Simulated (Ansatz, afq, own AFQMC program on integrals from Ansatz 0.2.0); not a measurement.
**Ge₂H₃ (doublet): AFQMC on the coupled-cluster ladder at scale of all distances = 1.000, cc-pVDZ**

Aim: compute Ge₂H₃ (doublet) with auxiliary-field quantum Monte Carlo on the same integrals as coupled cluster, and set the energies side by side.

The runs use Ansatz 0.2.0, Gaussian basis, and an in-house AFQMC program (afq) on its integrals; all values are calculated; cc-pVDZ, frozen cores.

To be run: PBE (unrestricted); r2SCAN (unrestricted); PBE0 (unrestricted); B3LYP (unrestricted); wB97M-V (unrestricted); B2PLYP (unrestricted); CCSD(T) on UHF; Phaseless AFQMC, single-determinant trial on UHF; Free-projection AFQMC, CISD trial on UHF.

12 further runs of the same task are left out: 6 that didn't finish, 6 set aside as unsound or not needed.

## Step 1: The system

The geometry derives from a PBE0/def2-TZVP stationary point (not a proven minimum). All distances are scaled together. No spin-orbit coupling is included. The filled d shell of Ge may be among the frozen orbitals whatever the setting's name suggests; the logs give the count.

5 atoms, charge 0, spin multiplicity 2.

Atoms are counted from 1 here; the program's logs count them from 0.

Bond lengths: Ge1–Ge2 2.405 Å, Ge1–H3 1.548 Å, Ge1–H4 1.548 Å, Ge2–H5 1.595 Å. Angles: Ge2–Ge1–H3 130.0°, Ge2–Ge1–H4 123.8°, H3–Ge1–H4 106.2°, Ge1–Ge2–H5 87.5°.

## Step 2: PBE (unrestricted)

The input, in.yaml:

```yaml
crystal:
  periodic: [false, false, false]
  atoms:
    - {symbol: Ge, position_ang: [0.000000, 0.013184, 1.181237]}
    - {symbol: Ge, position_ang: [0.000000, -0.034339, -1.223364]}
    - {symbol: H, position_ang: [0.000000, 1.219299, 2.151804]}
    - {symbol: H, position_ang: [0.000000, -1.255242, 2.068613]}
    - {symbol: H, position_ang: [0.000000, 1.560523, -1.184463]}
basis:
  gaussian: {orbitals: cc-pVDZ}
magnetization: {spin_polarized: true, initial_magnetization: 1}
hamiltonian: {xc: {name: PBE}}
output: {orbitals: {seedname: orbitals}}
```

Started as:

```bash
$ ansatz run in.yaml --threads 1 --pin off --events-out ev --progress --plain --max-ram 1382MiB
```

Log:

```text
Functional definition: PBE
  name "PBE"
  cite "Perdew, Burke & Ernzerhof, Phys. Rev. Lett. 77, 3865 (1996) doi:10.1103/PhysRevLett.77.3865"
  parent pbe
  parameter kappa = 0.804
  parameter beta = 0.06672455060314922
  exchange = pbe_x(kappa = kappa, mu = beta*pi^2/3)
  correlation = pbe_c(beta = beta)
924 factors; their error is unknown
mean field evaluation 1: about -113063.9941 eV, gradient 9.6e0 eV
mean field evaluation 2: about -113064.3962 eV, gradient 6.0e0 eV
mean field evaluation 4: about -113064.7037 eV, gradient 3.5e-1 eV
mean field evaluation 8: about -113064.6940 eV, gradient 8.6e-2 eV
mean field evaluation 16: about -113064.6941 eV, gradient 2.0e-5 eV
mean field -113064.69413124 eV, -4155.0508713207 hartree, gradient 2.0e-5 eV, S^2 0.752426; 3 other end points of the search recorded, 0 dependent functions left out
reference -113064.69416453 eV, -4155.0508725442 hartree; 34, 33 occupied and 35, 36 virtual orbitals, 924 factors
Total energy: -113064.69416453 eV, -4155.0508725442 hartree
```

Run time: 6.5 s. Hardware: 1 thread of Arm Neoverse V1, shared host.

From the report: ⟨S²⟩ of the determinant 0.752 (pure doublet: 0.75).

## Step 3: r2SCAN (unrestricted)

Edit in.yaml of step 2 so:

```diff
@@ -11,3 +11,2 @@
 magnetization: {spin_polarized: true, initial_magnetization: 1}
-hamiltonian: {xc: {name: PBE}}
-output: {orbitals: {seedname: orbitals}}
+hamiltonian: {xc: {name: r2SCAN}}
```

Same command.

Log, cut to the lines that bear on the results:

```text
Functional definition: r2SCAN
  name "r2SCAN"
  cite "Furness, Kaplan, Ning, Perdew & Sun, J. Phys. Chem. Lett. 11, 8208 (2020) doi:10.1021/acs.jpclett.0c02405"
  cite "Furness, Kaplan, Ning, Perdew & Sun, J. Phys. Chem. Lett. 11, 9248 (2020) doi:10.1021/acs.jpclett.0c03077"
  parent r2scan
[...]
924 factors; their error is unknown
[...]
mean field -113081.26546930 eV, -4155.6598567621 hartree, gradient 4.0e-5 eV, S^2 0.755702; 4 other end points of the search recorded, 0 dependent functions left out
reference -113081.26548011 eV, -4155.6598571593 hartree; 34, 33 occupied and 35, 36 virtual orbitals, 924 factors
Total energy: -113081.26548011 eV, -4155.6598571593 hartree
```

Wall time 21 s (1 thread of Arm Neoverse V1, shared host).

From the report: ⟨S²⟩ of the determinant 0.756 (pure doublet: 0.75).

## Step 4: PBE0 (unrestricted)

Edit in.yaml of step 3 so:

```diff
@@ -11,2 +11,3 @@
 magnetization: {spin_polarized: true, initial_magnetization: 1}
-hamiltonian: {xc: {name: r2SCAN}}
+hamiltonian: {xc: {name: PBE0}}
+output: {orbitals: {seedname: orbitals}}
```

The command is unchanged.

Log:

```text
Functional definition: PBE0
  name "PBE0"
  cite "Adamo & Barone, J. Chem. Phys. 110, 6158 (1999) doi:10.1063/1.478522"
  cite "Perdew, Burke & Ernzerhof, Phys. Rev. Lett. 77, 3865 (1996) doi:10.1103/PhysRevLett.77.3865"
  parent pbe
  parameter a = 0.25
  parameter kappa = 0.804
  parameter beta = 0.06672455060314922
  exchange = (1 - a)*pbe_x(kappa = kappa, mu = beta*pi^2/3) + a*exact_x
  correlation = pbe_c(beta = beta)
785 factors; integrals over basis functions are off by at most 1.2e-3 eV
mean field evaluation 1: about -113067.3461 eV, gradient 6.0e0 eV
mean field evaluation 2: about -113067.5697 eV, gradient 2.7e0 eV
mean field evaluation 4: about -113067.6255 eV, gradient 8.6e-1 eV
mean field evaluation 8: about -113067.6494 eV, gradient 5.5e-2 eV
mean field evaluation 16: about -113067.6494 eV, gradient 7.5e-5 eV
mean field -113067.64940634 eV, -4155.1594756774 hartree, gradient 7.5e-5 eV, S^2 0.753480; 1 other end points of the search recorded, 0 dependent functions left out
reference -113067.64943144 eV, -4155.1594765999 hartree; 34, 33 occupied and 35, 36 virtual orbitals, 785 factors
Total energy: -113067.64943144 eV, -4155.1594765999 hartree
```

Wall time 5.5 s (1 thread of Arm Neoverse V1, shared host).

From the report: ⟨S²⟩ of the determinant 0.753 (pure doublet: 0.75).

## Step 5: B3LYP (unrestricted)

Edit in.yaml of step 4 so:

```diff
@@ -11,3 +11,2 @@
 magnetization: {spin_polarized: true, initial_magnetization: 1}
-hamiltonian: {xc: {name: PBE0}}
-output: {orbitals: {seedname: orbitals}}
+hamiltonian: {xc: {name: B3LYP}}
```

The command is unchanged.

Log, cut to the lines that bear on the results:

```text
Functional definition: B3LYP
  name "B3LYP"
  cite "Stephens, Devlin, Chabalowski & Frisch, J. Phys. Chem. 98, 11623 (1994) doi:10.1021/j100096a001"
  cite "Becke, Phys. Rev. A 38, 3098 (1988) doi:10.1103/PhysRevA.38.3098"
  cite "Lee, Yang & Parr, Phys. Rev. B 37, 785 (1988) doi:10.1103/PhysRevB.37.785"
  cite "Vosko, Wilk & Nusair, Can. J. Phys. 58, 1200 (1980) doi:10.1139/p80-159"
[...]
785 factors; integrals over basis functions are off by at most 1.2e-3 eV
[...]
mean field -113084.63735562 eV, -4155.7837712989 hartree, gradient 7.2e-5 eV, S^2 0.752046; 1 other end points of the search recorded, 0 dependent functions left out
reference -113084.63758270 eV, -4155.7837796438 hartree; 34, 33 occupied and 35, 36 virtual orbitals, 785 factors
Total energy: -113084.63758270 eV, -4155.7837796438 hartree
```

It took 5.5 s on 1 thread of Arm Neoverse V1, shared host.

From the report: ⟨S²⟩ of the determinant 0.752 (pure doublet: 0.75).

## Step 6: wB97M-V (unrestricted)

Edit in.yaml of step 5 so:

```diff
@@ -11,2 +11,3 @@
 magnetization: {spin_polarized: true, initial_magnetization: 1}
-hamiltonian: {xc: {name: B3LYP}}
+hamiltonian: {xc: {name: wB97M-V}}
+output: {orbitals: {seedname: orbitals}}
```

The command is unchanged.

Log, cut to the lines that bear on the results:

```text
Functional definition: wB97M-V
  name "wB97M-V"
  cite "Mardirossian & Head-Gordon, J. Chem. Phys. 144, 214110 (2016) doi:10.1063/1.4952647"
  cite "Becke, J. Chem. Phys. 107, 8554 (1997) doi:10.1063/1.475007"
  cite "Vydrov & Van Voorhis, J. Chem. Phys. 133, 244103 (2010) doi:10.1063/1.3521275"
  # Of w^i u^j: cxij and so on, Table III.
[...]
  gx(w, u) = 1 - cx + cx01*u + cx10*w
  gss(w, u) = css00 + css04*u^4 + css10*w + css20*w^2 + css43*w^4*u^3
  gos(w, u) = cos00 + cos10*w + (cos20 + cos21*u)*w^2 + (cos60 + cos61*u)*w^6
[...]
      + integral(e_c_pw_mod_opposite_spin*gos(b97_w_opposite, b97_u_opposite)) + vv10(b, c)
785 factors; integrals over basis functions are off by at most 1.2e-3 eV
220 factors; integrals over basis functions are off by at most 3.3e-6 eV
[...]
mean field -113075.31312941 eV, -4155.4411123057 hartree, gradient 7.7e-5 eV, S^2 0.752158; 1 other end points of the search recorded, 0 dependent functions left out
reference -113075.31316596 eV, -4155.4411136488 hartree; 34, 33 occupied and 35, 36 virtual orbitals, 785 factors
Total energy: -113075.31316596 eV, -4155.4411136488 hartree
```

Run time: 23 s. Hardware: 1 thread of Arm Neoverse V1, shared host; peak memory 0.34 GiB.

From the report: ⟨S²⟩ of the determinant 0.752 (pure doublet: 0.75).

## Step 7: B2PLYP (unrestricted)

Edit in.yaml of step 6 so:

```diff
@@ -11,3 +11,3 @@
 magnetization: {spin_polarized: true, initial_magnetization: 1}
-hamiltonian: {xc: {name: wB97M-V}}
-output: {orbitals: {seedname: orbitals}}
+hamiltonian: {xc: {name: B2PLYP}}
+correlation: {electrons: outside_noble_gas}
```

The command is unchanged.

Log, cut to the lines that bear on the results:

```text
Functional definition: B2PLYP
  name "B2PLYP"
  cite "Grimme, J. Chem. Phys. 124, 034108 (2006) doi:10.1063/1.2148954"
  cite "Becke, Phys. Rev. A 38, 3098 (1988) doi:10.1103/PhysRevA.38.3098"
  cite "Lee, Yang & Parr, Phys. Rev. B 37, 785 (1988) doi:10.1103/PhysRevB.37.785"
[...]
785 factors; integrals over basis functions are off by at most 1.2e-3 eV
[...]
mean field -113057.44418943 eV, -4154.7844408734 hartree, gradient 4.1e-6 eV, S^2 0.754289; 2 other end points of the search recorded, 0 dependent functions left out
28 core orbitals not correlated: weight in the atoms' cores, before any rotation towards them, 0.999 or more for the frozen orbitals, at most 0.001 for the correlated occupied ones
reference -113057.44433503 eV, -4154.7844462244 hartree; 6, 5 occupied and 35, 36 virtual orbitals, 785 factors
second order -5.66359816 eV of doubles, -0.00000000 eV of singles
Total energy: -113058.97350654 eV, -4154.8406422406 hartree
```

It took 6.5 s on 1 thread of Arm Neoverse V1, shared host.

From the report: ⟨S²⟩ of the determinant 0.754 (pure doublet: 0.75).

## Step 8: CCSD(T) on UHF

Edit in.yaml of step 7 so:

```diff
@@ -11,3 +11,2 @@
 magnetization: {spin_polarized: true, initial_magnetization: 1}
-hamiltonian: {xc: {name: B2PLYP}}
-correlation: {electrons: outside_noble_gas}
+correlation: {method: ccsd_t, electrons: outside_noble_gas, hamiltonian_folder: ham}
```

Same command.

Log, cut to the lines that bear on the results:

```text
Functional definition: HF
  name "HF"
  cite "Fock, Z. Phys. 61, 126 (1930) doi:10.1007/BF01340294"
  parent pbe
[...]
785 factors; integrals over basis functions are off by at most 1.2e-3 eV
[...]
mean field -112991.49336190 eV, -4152.3607926649 hartree, gradient 2.9e-6 eV, S^2 0.762882; 7 other end points of the search recorded, 0 dependent functions left out
determinant -112991.49336190 eV, -4152.3607926649 hartree, with singles and doubles -112996.97883295 eV, -4152.5623800077 hartree
determinant -112989.98979224 eV, -4152.3055374989 hartree, with singles and doubles -112995.59254732 eV, -4152.5114349505 hartree
determinant -112989.81346562 eV, -4152.2990576152 hartree, with singles and doubles -112995.70223529 eV, -4152.5154659090 hartree
determinant -112988.90051276 eV, -4152.2655072165 hartree, with singles and doubles -112994.16752064 eV, -4152.4590661859 hartree
determinant -112988.41317158 eV, -4152.2475977585 hartree, with singles and doubles -112994.18512438 eV, -4152.4597131114 hartree
determinant -112988.34161502 eV, -4152.2449681032 hartree, with singles and doubles -112993.99385035 eV, -4152.4526839205 hartree
28 core orbitals not correlated: weight in the atoms' cores, before any rotation towards them, 0.999 or more for the frozen orbitals, at most 0.000 for the correlated occupied ones
reference -112991.49336190 eV, -4152.3607926649 hartree; 6, 5 occupied and 35, 36 virtual orbitals, 785 factors
second order -4.40541609 eV of doubles, -0.00000000 eV of singles
cycle   1  -5.48544169 eV  change    2.9e-5 eV  update   9.4e-4
[...]
cycle   7  -5.48547916 eV  change   -1.8e-7 eV  update   3.5e-6
perturbative correction -0.16890855 eV, -0.0062072748 hartree
Total energy: -112997.14774961 eV, -4152.5685875805 hartree
```

It took 15 s on 1 thread of Arm Neoverse V1, shared host.

From the report: ⟨S²⟩ of the determinant 0.763 (pure doublet: 0.75); correlation -5.6544 eV; T1 0.018; largest double amplitude 0.06.

This run also writes the integrals to the folder ham.

## Step 9: Phaseless AFQMC, single-determinant trial on UHF

It reads the integrals that the CCSD(T) run on this determinant wrote.

Started as:

```bash
$ afq ham --method phaseless --trial hf --walkers 120 --populations 1 --least-time 40 --time-step 0.005 --steps-per-block 20 --equilibration-blocks 112 --max-blocks 600 --target-error 0.0012000000000000001 --factor-cut 1e-05 --start spin_pure --seed 1313 --taylor-order 6
```

Log:

```text
orbitals 41  electrons 6 5  factors 343 of 785
reference energy -4152.36079266 Eh
CCSD correlation -0.20158738 Eh in 12 cycles, weight of the determinant in the CISD state 0.8628
energy of the start -4152.360962 Eh
 block  time / (1/Eh)  mean weight  energy / Eh
     1     0.100  1.0012  -4152.393439
     2     0.200  1.0019  -4152.419292
     3     0.300  1.0015  -4152.442077
     4     0.400  1.0014  -4152.463334
     5     0.500  1.0012  -4152.473205
     6     0.600  1.0016  -4152.488912
     7     0.700  0.9986  -4152.495694
     8     0.800  0.9984  -4152.504651
     9     0.900  0.9999  -4152.512668
    10     1.000  0.9994  -4152.514633
    13     1.300  1.0016  -4152.532293
    25     2.500  0.9992  -4152.560374
    37     3.700  1.0010  -4152.583990
    49     4.900  1.0010  -4152.583281
    61     6.100  0.9983  -4152.568015
    73     7.300  0.9995  -4152.579632
    85     8.500  1.0006  -4152.587954
    97     9.700  1.0021  -4152.575990
   109    10.900  0.9998  -4152.590542
   121    12.100  0.9992  -4152.568090
   133    13.300  1.0016  -4152.568742
   145    14.500  0.9997  -4152.577699
   157    15.700  0.9997  -4152.588467
   169    16.900  1.0007  -4152.572510
   181    18.100  0.9994  -4152.574024
   193    19.300  1.0002  -4152.563908
   205    20.500  0.9991  -4152.579612
   217    21.700  1.0001  -4152.603602
   229    22.900  1.0012  -4152.563831
   241    24.100  0.9993  -4152.578671
   253    25.300  0.9995  -4152.558231
   265    26.500  1.0010  -4152.562190
   277    27.700  1.0004  -4152.569111
   289    28.900  0.9995  -4152.577812
   301    30.100  0.9995  -4152.584947
   313    31.300  1.0007  -4152.566797
   325    32.500  1.0017  -4152.578903
   337    33.700  1.0005  -4152.575504
   349    34.900  1.0010  -4152.559518
   361    36.100  1.0007  -4152.584667
   373    37.300  1.0001  -4152.564117
   385    38.500  1.0006  -4152.576112
   397    39.700  1.0008  -4152.569882
   409    40.900  0.9987  -4152.584018
   421    42.100  0.9995  -4152.553282
   433    43.300  1.0010  -4152.562458
   445    44.500  1.0000  -4152.558064
   457    45.700  0.9999  -4152.566724
   469    46.900  1.0018  -4152.557989
   481    48.100  0.9995  -4152.570219
   493    49.300  1.0004  -4152.567234
   505    50.500  1.0001  -4152.574575
blocks merged  error / Eh  count
     1  0.000505  400
     2  0.000676  200
     4  0.000880  100
     8  0.001052  50
    16  0.001081  25
    32  0.001240  12
energy -4152.571089 +/- 0.001081 Eh
```

Run time: 4.8 min. Hardware: 1 thread of Arm Neoverse V1, shared host.

Energy -112997.2158 ± 0.0294 eV. Caveats: constraint bias not in the error.

## Step 10: Free-projection AFQMC, CISD trial on UHF

It reads the integrals that the CCSD(T) run on this determinant wrote.

Started as:

```bash
$ afq ham --method free --trial cisd --walkers 60 --time-step 0.03 --max-blocks 80 --target-error 0.0004 --factor-cut 1e-05 --seed 1647 --times 0,0.21,0.42,0.81,1.2,1.8,2.4,3 --taylor-order 8
```

Log:

```text
orbitals 41  electrons 6 5  factors 343 of 785
reference energy -4152.36079266 Eh
CCSD correlation -0.20158738 Eh in 12 cycles, weight of the determinant in the CISD state 0.8628
repeat  energy at the last time / Eh  error
    10  -4152.569404  0.000687
    20  -4152.569650  0.000605
    30  -4152.569944  0.000540
    40  -4152.569845  0.000460
    50  -4152.570033  0.000393
time / (1/Eh)  energy / Eh  error  mean overlap
  0.00  -4152.562242  0.000153  1.1580
  0.21  -4152.564665  0.000153  1.1604
  0.42  -4152.566321  0.000178  1.1591
  0.81  -4152.567844  0.000191  1.1643
  1.20  -4152.568520  0.000217  1.1657
  1.80  -4152.569277  0.000344  1.1682
  2.40  -4152.570305  0.000416  1.1497
  3.00  -4152.570029  0.000385  1.1585
energy -4152.570029 +/- 0.000385 Eh
```

Run time: 4.5 min. Hardware: 1 thread of Arm Neoverse V1, shared host.

Energy -112997.1870 ± 0.0105 eV. Caveats: remainder of the start not in the error.

## Step 11: All levels side by side

On the UHF determinant, counted from CCSD(T) (a yardstick, not exact):

```
                                                             level   energy (eV)  from CCSD(T) (kJ/mol)  statistical error (kJ/mol)     time
                                                                HF  -112991.4934                 +545.6                                     
                                                               MP2  -112995.8988                 +120.5                                     
                                                              CCSD  -112996.9788                  +16.3                                     
                                                           CCSD(T)  -112997.1477                    0.0                                     
Phaseless AFQMC, single-determinant trial, step 0.005, 120 walkers  -112997.2158                   -6.6                         2.8  4.8 min
          Free-projection AFQMC, CISD trial, step 0.03, 60 walkers  -112997.1870                   -3.8                         1.0  4.5 min
```

The functionals' totals stand on their own zeros and serve differences with other points: PBE -113064.694 eV; r2SCAN -113081.265 eV; PBE0 -113067.649 eV; B3LYP -113084.638 eV; wB97M-V -113075.313 eV; B2PLYP -113058.974 eV.

## Step 12: What came out

| quantity | value |
| --- | --- |
| Phaseless AFQMC, single-determinant trial on UHF from CCSD(T) | -6.6 ± 2.8 kJ/mol |
| Free-projection AFQMC, CISD trial on UHF from CCSD(T) | -3.8 ± 1.0 kJ/mol |

What this shows: Free projection has no constraint; at the last time it gives -3.8 ± 1.0 kJ/mol, and from a start that isn't spin pure other spins can mix in. Error bars are statistical and leave out the constraint, the time step and what remains of the start.
